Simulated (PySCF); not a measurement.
# [Yb(NH3)]2+: shape, vibrations and bonding

Aim: find the relaxed shape of [Yb(NH3)]2+, test it by its vibrations, and read charges and levels. It is a constructed species; whether it can be made isn't addressed.

The runs use PySCF 2.14.0; PBE0, Yb def2-SVP with ECP28, N def2-SVP, H def2-SVP; scalar-relativistic core potentials, no spin–orbit coupling.

1 further run of the same task is left out (for a known fault of the program).

**1. Where the work starts**

5 atoms, charge 2, spin multiplicity 1.

Bond lengths: Yb1–N2 2.618 Å, N2–H3 1.020 Å, N2–H4 1.020 Å, N2–H5 1.020 Å. Angles: Yb1–N2–H3 113.0°, Yb1–N2–H4 113.0°, Yb1–N2–H5 113.0°, H3–N2–H4 105.8°, H3–N2–H5 105.8°, H4–N2–H5 105.8°.

Coordinates:

```csv
atom,x (Å),y (Å),z (Å)
Yb1,0.0000,0.0000,0.0000
N2,0.0000,0.0000,2.6175
H3,0.9392,0.0000,3.0155
H4,-0.4696,0.8133,3.0155
H5,-0.4696,-0.8133,3.0155
```

Formal oxidation states: Yb +2.

**2. SCF at the start, singlet**

Contents of run.py (the lines that set the calculation):

```python
mol = gto.M(atom='''
Yb     0.00000     0.00000     0.00000
N      0.00000     0.00000     2.61750
H      0.93920     0.00000     3.01550
H     -0.46960     0.81330     3.01550
H     -0.46960    -0.81330     3.01550''',
    basis={'Yb': 'def2-SVP', 'N': 'def2-SVP', 'H': 'def2-SVP'},
    ecp={'Yb': 'def2-SVP'},
    charge=2, spin=0)
mf = dft.RKS(mol, xc='PBE0')
mf.grids.atom_grid = (50, 194)  # f atoms: unpruned, at least (60, 302)
mf = mf.density_fit()  # fitting sets: Yb def2-universal-JKFIT, N def2-universal-JKFIT, H def2-universal-JKFIT
mf.conv_tol = 1e-08; mf.max_cycle = 55
mf.kernel(dm0)  # dm0: free metal ions and neutral atoms
```

The run is started by

```console
$ OMP_NUM_THREADS=2 python run.py
```

Log:

```text
init E= -1214.81740542822
  HOMO = -0.7733789238296  LUMO = -0.511851711858014  gap/eV = 7.11652
cycle= 1 E= -1214.99793177442  delta_E= -0.181  |g|= 0.582  |ddm|= 1.66
  HOMO = -0.569030737060202  LUMO = -0.433119974153776  gap/eV = 3.69832
cycle= 2 E= -1214.92836224578  delta_E= 0.0696  |g|= 1.33  |ddm|= 0.752
  HOMO = -0.675468106878999  LUMO = -0.442697368160566  gap/eV = 6.33401
cycle= 3 E= -1215.03899612443  delta_E= -0.111  |g|= 0.197  |ddm|= 0.383
  HOMO = -0.673649008848365  LUMO = -0.446703443701036  gap/eV = 6.17550
cycle= 4 E= -1215.04399869655  delta_E= -0.005  |g|= 0.0545  |ddm|= 0.13
  HOMO = -0.682052915849861  LUMO = -0.448522891125425  gap/eV = 6.35468
cycle= 5 E= -1215.04436428087  delta_E= -0.000366  |g|= 0.00274  |ddm|= 0.0332
  HOMO = -0.682190802071197  LUMO = -0.448612915294472  gap/eV = 6.35598
cycle= 6 E= -1215.04436530786  delta_E= -1.03e-06  |g|= 0.000497  |ddm|= 0.00223
  HOMO = -0.68212124697809  LUMO = -0.448594235629329  gap/eV = 6.35459
cycle= 7 E= -1215.04436535205  delta_E= -4.42e-08  |g|= 0.000253  |ddm|= 0.000613
  HOMO = -0.682112553201316  LUMO = -0.44859207436048  gap/eV = 6.35442
cycle= 8 E= -1215.04436536403  delta_E= -1.2e-08  |g|= 7.67e-05  |ddm|= 0.000238
  HOMO = -0.682126172171776  LUMO = -0.448593457699697  gap/eV = 6.35475
cycle= 9 E= -1215.04436536526  delta_E= -1.22e-09  |g|= 1.67e-05  |ddm|= 0.000125
  HOMO = -0.682120791411078  LUMO = -0.448593279284161  gap/eV = 6.35461
Extra cycle  E= -1215.04436536526  delta_E= -2.73e-12  |g|= 4.28e-05  |ddm|= 3.09e-05
converged SCF energy = -1215.04436536526
```

It took 8.1 s on 2 threads of Intel Xeon at 2.60GHz (Ice Lake), shared host; peak memory 0.51 GiB.

It gives: E = -1215.044365 Eh, HOMO -18.56 eV, LUMO -12.21 eV, Mulliken charge on Yb1 +1.71 e. 

**3. Relaxation, singlet**

Steps are kept in the start's point group, C3v.

Contents of run.py (the lines that set the calculation):

```python
mol = gto.M(atom='''
Yb     0.00000     0.00000    -0.23968
N      0.00000     0.00000     2.37782
H      0.93916     0.00004     2.77582
H     -0.46961     0.81332     2.77582
H     -0.46955    -0.81335     2.77582''',
    basis={'Yb': 'def2-SVP', 'N': 'def2-SVP', 'H': 'def2-SVP'},
    ecp={'Yb': 'def2-SVP'},
    charge=2, spin=0)
mf = dft.RKS(mol, xc='PBE0')
mf.grids.atom_grid = (50, 194)  # f atoms: unpruned, at least (60, 302)
mf = mf.density_fit()  # fitting sets: Yb def2-universal-JKFIT, N def2-universal-JKFIT, H def2-universal-JKFIT
mf.conv_tol = 1e-08; mf.max_cycle = 55
mf.kernel(dm0)  # dm0: an SCF of this state at this start
# quasi-Newton relaxation in Cartesian coordinates to a largest gradient under 0.00045 Eh/bohr, steps kept in the point group
```

The run is started by

```console
$ OMP_NUM_THREADS=2 python run.py
```

No log is kept here; the results follow.

It took 28 s on 2 threads of Intel Xeon at 2.60GHz (Ice Lake), shared host.

Relaxation path:

```csv
step,energy from step 1 (eV),largest force component (eV/Å)
1,0.0000,1.5360
2,-0.0448,0.7622
3,-0.0898,0.5710
4,-0.0992,0.3502
5,-0.1044,0.0129
6,-0.1044,0.0048
```

Distances of close pairs at the start and the end, largest changes first:

```csv
bond,before (Å),after (Å),change (Å)
Yb1–N2,2.618,2.418,-0.200
N2–H4,1.020,1.031,+0.011
N2–H5,1.020,1.031,+0.011
N2–H3,1.020,1.031,+0.011
```

It ends in C3v at E = -1215.048201 Eh.

```xyz
5
charge 2, multiplicity 1
Yb    0.00000    0.00000   -0.10455
N     0.00000    0.00000    2.31313
H     0.93270    0.00004    2.75234
H    -0.46638    0.80773    2.75234
H    -0.46632   -0.80776    2.75234
```

**4. The relaxed geometry turned into its symmetry frame**

Contents of run.py (the lines that set the calculation):

```python
mol = gto.M(atom='''
Yb     0.00000     0.00000    -0.22252
N      0.00000     0.00000     2.19517
H      0.93270     0.00004     2.63438
H     -0.46638     0.80773     2.63438
H     -0.46632    -0.80776     2.63438''',
    basis={'Yb': 'def2-SVP', 'N': 'def2-SVP', 'H': 'def2-SVP'},
    ecp={'Yb': 'def2-SVP'},
    charge=2, spin=0)
mf = dft.RKS(mol, xc='PBE0')
mf.grids.atom_grid = (50, 194)  # f atoms: unpruned, at least (60, 302)
mf = mf.density_fit()  # fitting sets: Yb def2-universal-JKFIT, N def2-universal-JKFIT, H def2-universal-JKFIT
mf.conv_tol = 1e-08; mf.max_cycle = 55
mf.kernel(dm0)  # dm0: free metal ions and neutral atoms
```

The run is started by

```console
$ OMP_NUM_THREADS=2 python run.py
```

Log:

```text
init E= -1214.81294808232
  HOMO = -0.803033572113811  LUMO = -0.51137335803211  gap/eV = 7.93648
cycle= 1 E= -1214.9921652642  delta_E= -0.179  |g|= 0.622  |ddm|= 1.67
  HOMO = -0.549556891490018  LUMO = -0.42624573008592  gap/eV = 3.35547
cycle= 2 E= -1214.91400068041  delta_E= 0.0782  |g|= 1.41  |ddm|= 0.824
  HOMO = -0.667597423688942  LUMO = -0.43774210986944  gap/eV = 6.25468
cycle= 3 E= -1215.04137152843  delta_E= -0.127  |g|= 0.232  |ddm|= 0.418
  HOMO = -0.664076419183937  LUMO = -0.44262142932028  gap/eV = 6.02610
cycle= 4 E= -1215.04779682104  delta_E= -0.00643  |g|= 0.0585  |ddm|= 0.139
  HOMO = -0.673355965708921  LUMO = -0.444658065127481  gap/eV = 6.22319
cycle= 5 E= -1215.04820015525  delta_E= -0.000403  |g|= 0.00281  |ddm|= 0.033
  HOMO = -0.673618443368742  LUMO = -0.444766354726635  gap/eV = 6.22738
cycle= 6 E= -1215.04820098606  delta_E= -8.31e-07  |g|= 0.00156  |ddm|= 0.00306
  HOMO = -0.673546824466852  LUMO = -0.444765595442796  gap/eV = 6.22545
cycle= 7 E= -1215.04820135385  delta_E= -3.68e-07  |g|= 0.000144  |ddm|= 0.000955
  HOMO = -0.67352702660423  LUMO = -0.444760604042134  gap/eV = 6.22505
cycle= 8 E= -1215.04820136935  delta_E= -1.55e-08  |g|= 8.1e-05  |ddm|= 0.000487
  HOMO = -0.673540961258687  LUMO = -0.444762857147818  gap/eV = 6.22537
cycle= 9 E= -1215.04820137091  delta_E= -1.56e-09  |g|= 1.78e-05  |ddm|= 0.000145
  HOMO = -0.673534418733888  LUMO = -0.444762455890789  gap/eV = 6.22520
Extra cycle  E= -1215.04820137089  delta_E= 2.14e-11  |g|= 4.76e-05  |ddm|= 2.96e-05
converged SCF energy = -1215.04820137089
```

It took 1.5 s on 2 threads of Intel Xeon at 2.60GHz (Ice Lake), shared host.

It gives: E = -1215.048201 Eh, HOMO -18.33 eV, LUMO -12.10 eV, Mulliken charge on Yb1 +1.70 e. 

**5. Harmonic vibrations**

run.py (the lines that set the calculation): that of step 4 with these lines changed.

```diff
@@ -12,3 +12,4 @@
 mf = mf.density_fit()  # fitting sets: Yb def2-universal-JKFIT, N def2-universal-JKFIT, H def2-universal-JKFIT
-mf.conv_tol = 1e-08; mf.max_cycle = 55
-mf.kernel(dm0)  # dm0: free metal ions and neutral atoms
+mf.conv_tol = 1e-10; mf.max_cycle = 55
+mf.kernel(dm0)  # dm0: the density of the relaxed state
+# Hessian and dipole derivatives by central differences of gradients, 0.02 bohr
```

The run is started by

```console
$ OMP_NUM_THREADS=2 python run.py
```

The driver keeps no SCF log for this step, only its results.

Run time: 47 s. Hardware: 2 threads of Intel Xeon at 2.60GHz (Ice Lake), shared host.

Point group C3v; negative numbers are unstable modes, and those under 60 cm⁻¹ are near the numerical noise:

```csv
cm⁻¹,km/mol,symmetry
330,3.9,a1
613,74.5,e
613,74.5,e
1378,136.2,a1
1628,39.0,e
1628,39.0,e
3415,101.7,a1
3493,124.7,e
3493,124.7,e
```

**6. Charges, bond orders and levels**

Contents of run.py (the lines that set the calculation):

```python
mol = gto.M(atom='''
Yb     0.00000     0.00000    -0.10455
N      0.00000     0.00000     2.31313
H      0.93270     0.00004     2.75234
H     -0.46638     0.80773     2.75234
H     -0.46632    -0.80776     2.75234''',
    basis={'Yb': 'def2-SVP', 'N': 'def2-SVP', 'H': 'def2-SVP'},
    ecp={'Yb': 'def2-SVP'},
    charge=2, spin=0)
mf = dft.RKS(mol, xc='PBE0')
mf.grids.atom_grid = (75, 302)  # f atoms: unpruned, at least (60, 302)
mf = mf.density_fit()  # fitting sets: Yb def2-universal-JKFIT, N def2-universal-JKFIT, H def2-universal-JKFIT
mf.conv_tol = 1e-09; mf.max_cycle = 55
mf.kernel(dm0)  # dm0: the density of the relaxed state
```

The run is started by

```console
$ OMP_NUM_THREADS=2 python run.py
```

Log:

```text
init E= -1215.04820793876
  HOMO = -0.673534527996589  LUMO = -0.444762767223821  gap/eV = 6.22520
cycle= 1 E= -1215.0482079628  delta_E= -2.4e-08  |g|= 9.92e-05  |ddm|= 0.00027
  HOMO = -0.67355066716948  LUMO = -0.444764502376845  gap/eV = 6.22559
cycle= 2 E= -1215.04820796198  delta_E= 8.21e-10  |g|= 0.00015  |ddm|= 7.14e-05
  HOMO = -0.673535737479647  LUMO = -0.444763523099812  gap/eV = 6.22521
cycle= 3 E= -1215.04820796314  delta_E= -1.16e-09  |g|= 4.89e-05  |ddm|= 4.81e-05
  HOMO = -0.673540081345924  LUMO = -0.444763556815836  gap/eV = 6.22533
cycle= 4 E= -1215.04820796317  delta_E= -2.91e-11  |g|= 1.98e-05  |ddm|= 2.03e-05
  HOMO = -0.6735377178035  LUMO = -0.444763712017977  gap/eV = 6.22526
Extra cycle  E= -1215.0482079631  delta_E= 7.25e-11  |g|= 3.35e-05  |ddm|= 2.97e-05
converged SCF energy = -1215.0482079631
```

Run time: 13 s. Hardware: 2 threads of Intel Xeon at 2.60GHz (Ice Lake), shared host.

Result: E = -1215.048208 Eh, HOMO -18.33 eV, LUMO -12.10 eV, Mulliken charge on Yb1 +1.70 e, largest force component 0.005 eV/Å. 

Löwdin charges:

```csv
atom,value (e)
Yb1,1.59
N2,0.00
H3,0.14
H4,0.14
H5,0.14
```

Mulliken charges: Yb1 +1.70, N2 -0.36, H3 +0.22, H4 +0.22, H5 +0.22 e.

Contacts (the nearest donor of each ligand) and Mayer bond orders:

```csv
contact,distance (Å),bond order
Yb1–N2 (NH3),2.418,0.51
```

Mulliken populations of Yb1 outside the core potential: s 4.10, p 12.06, d 10.13, f 14.00.

The fields below are evaluated on a grid from the run's orbitals.

Frontier orbitals at PBE0, with the share of their density that lies nearest to each atom:

```csv
orbital,energy (eV),lies on
HOMO,-18.33,Yb1 99 %
LUMO,-12.10,Yb1 90 %
```

ELF in a plane through or near 3 of the atoms.

Values, 10 rows by 14 columns:
```
0.00 0.00 0.00 0.00 0.00 0.00 0.00 0.00 0.00 0.00 0.00 0.00 0.00 0.00
0.00 0.00 0.00 0.00 0.00 0.00 0.00 0.00 0.00 0.00 0.00 0.00 0.00 0.00
0.00 0.00 0.00 0.00 0.00 0.00 0.02 0.01 0.00 0.00 0.00 0.00 0.00 0.00
0.00 0.00 0.01 0.10 0.11 0.01 0.24 0.17 0.21 0.03 0.00 0.00 0.00 0.00
0.00 0.00 0.20 0.55 0.53 0.25 0.71 0.66 0.67 0.11 0.01 0.00 0.00 0.00
0.00 0.01 0.34 0.41 0.51 0.38 0.83 0.50 0.67 0.10 0.01 0.00 0.00 0.00
0.00 0.00 0.09 0.44 0.46 0.11 0.52 0.89 0.98 0.62 0.01 0.00 0.00 0.00
0.00 0.00 0.00 0.01 0.01 0.00 0.10 0.74 0.95 0.61 0.00 0.00 0.00 0.00
0.00 0.00 0.00 0.00 0.00 0.00 0.00 0.02 0.08 0.00 0.00 0.00 0.00 0.00
0.00 0.00 0.00 0.00 0.00 0.00 0.00 0.00 0.00 0.00 0.00 0.00 0.00 0.00
```
The map spans 9.6 Å across and 7.0 Å up, centred on the molecule. Atoms in the plane (x, y in Å): Yb1 (-2.2, 0.0), N2 (0.2, 0.0), H4 (0.7, -0.9).

On the surface of density 0.002 e/bohr³ the electrostatic potential runs, from the 1st to the 99th percentile, from 9.03 to 16.58 V.

**7. Results**

```
                                              quantity                            value
                                 state and point group                     singlet, C3v
                                                 modes  330 to 3493 cm⁻¹, none unstable
strongest infrared band (modes within 1.5 cm⁻¹ summed)           3493 cm⁻¹ (249 km/mol)
                                     zero-point energy                         1.029 eV
                               ideal gas, 298 K, 1 bar   S = 264.9, Cp = 49.3 J/(mol K)
                                 metal–ligand contacts                           2.42 Å
                                       frontier levels   HOMO -18.33 eV, LUMO -12.10 eV
                       dipole about the centre of mass                           2.66 D
                                   mean polarisability                           2.7 Å³
```

All modes are real, so the structure is a minimum. The metal carries +1.59 e by Löwdin's partition against a formal +2, and bond orders to the nearest donors reach 0.51. Both measures hang on the basis. One start shape was tried, so another isomer may lie lower. These are double-zeta-type bases without diffuse functions. Spin–orbit coupling is left out.
